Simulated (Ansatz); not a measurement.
**CH₃BrFSi radical: one species, many methods**

One table from this session's results is given with a row withheld; the runs are named, their logs left out.

The runs use Ansatz 0.2.0, Gaussian basis; functionals in def2-TZVPP, the program's frozen cores in correlated methods.

Plan: LDA (SPW92), PBE-D4, revPBE-D4, BLYP-D4, r2SCAN-D4, B97M-V, PBE0-D4, B3LYP-D4, r2SCANh-D4, r2SCAN0-D4, HSE06-D4, BHLYP-D4, CAM-B3LYP-D4, LC-ωPBE, ωB97X-V, ωB97M-V, B2PLYP, PBE-QIDH; CCSD(T)/def2-SVP; CCSD(T)/def2-TZVPP; MP2/def2-QZVPP; extrapolation to the limit; RPA on PBE.

### The geometry

An earlier PBE0-D4 in a triple-zeta def2 set relaxation fixed the geometry.

SMILES `C[Si](F)Br`, 7 atoms, charge 0, spin multiplicity 2.

Atoms are counted from 1 here; the program's logs count them from 0.

Bond lengths: C1–Si2 1.862 Å, C1–H5 1.091 Å, C1–H6 1.094 Å, C1–H7 1.092 Å, Si2–F3 1.601 Å, Si2–Br4 2.225 Å. Angles: Si2–C1–H5 110.3°, Si2–C1–H6 109.1°, Si2–C1–H7 110.1°, H5–C1–H6 109.1°, H5–C1–H7 109.2°, H6–C1–H7 109.1°, C1–Si2–F3 108.0°, C1–Si2–Br4 110.0°, F3–Si2–Br4 107.5°.

Geometry (Å):

```xyz
7

C     0.0469    0.8346   -0.1938
Si    0.4038   -0.9931   -0.2164
F     1.1914   -1.3611    1.1282
Br   -1.5020   -2.1420   -0.2117
H    -0.5294    1.1181   -1.0757
H    -0.5306    1.0760    0.7030
H     0.9812    1.3995   -0.1793
```

Set-up of the first run:

The input, in.yaml:

```yaml
crystal:
  periodic: [false, false, false]
  atoms:
    - {symbol: C, position_ang: [0.046899, 0.834553, -0.193826]}
    - {symbol: Si, position_ang: [0.403783, -0.993145, -0.216434]}
    - {symbol: F, position_ang: [1.191402, -1.361131, 1.128238]}
    - {symbol: Br, position_ang: [-1.501985, -2.142016, -0.211671]}
    - {symbol: H, position_ang: [-0.529412, 1.118148, -1.075717]}
    - {symbol: H, position_ang: [-0.530596, 1.076044, 0.702965]}
    - {symbol: H, position_ang: [0.981209, 1.399546, -0.179256]}
basis:
  gaussian: {orbitals: def2-TZVPP}
magnetization: {spin_polarized: true, initial_magnetization: 1}
hamiltonian: {xc: lda}
output: {orbitals: {seedname: orbitals}}
```

Launch:

```sh
$ ansatz run in.yaml --threads 4 --pin off --events-out ev --progress --plain --max-ram 10444MiB
```

Among the steps run: LDA; PBE-D4 (GGA); revPBE-D4 (GGA); BLYP-D4 (GGA); r2SCAN-D4 (meta-GGA); B97M-V (meta-GGA); PBE0-D4 (hybrid); B3LYP-D4 (hybrid); r2SCANh-D4 (hybrid); r2SCAN0-D4 (hybrid); HSE06-D4 (hybrid); BHLYP-D4 (hybrid); CAM-B3LYP-D4 (range-separated); LC-ωPBE (range-separated); ωB97X-V (range-separated); ωB97M-V (range-separated); B2PLYP (double hybrid); PBE-QIDH (double hybrid).

One table of the session follows, with a row left open; its other results are not shown here.

It belongs to the step «Frontier levels by functional». 

| functional | HOMO (eV) | LUMO (eV) | gap (eV) |
| --- | --- | --- | --- |
| LDA (SPW92) | -5.21 | -4.00 | 1.21 |
| PBE-D4 | ? | ? | ? |
| revPBE-D4 | -5.20 | -3.39 | 1.81 |
| BLYP-D4 | -5.03 | -3.61 | 1.42 |
| r2SCAN-D4 | -5.60 | -3.07 | 2.53 |
| B97M-V | -5.28 | -3.67 | 1.61 |
| PBE0-D4 | -6.44 | -2.66 | 3.78 |
| B3LYP-D4 | -6.16 | -3.09 | 3.07 |
| r2SCANh-D4 | -6.05 | -2.79 | 3.26 |
| r2SCAN0-D4 | -6.71 | -2.36 | 4.35 |
| HSE06-D4 | -6.04 | -3.04 | 3.00 |
| BHLYP-D4 | -7.49 | -1.92 | 5.57 |
| CAM-B3LYP-D4 | -7.68 | -1.82 | 5.86 |
| LC-ωPBE | -9.09 | -0.35 | 8.75 |
| ωB97X-V | -8.59 | -0.94 | 7.65 |
| ωB97M-V | -8.20 | -1.09 | 7.11 |

Q: Estimate the row for PBE-D4 from the others.

**Answer.** HOMO (eV): -5.22; LUMO (eV): -3.55; gap (eV): 1.67. In the column «HOMO (eV)» it lies between B97M-V (-5.28) and LDA (SPW92) (-5.21).
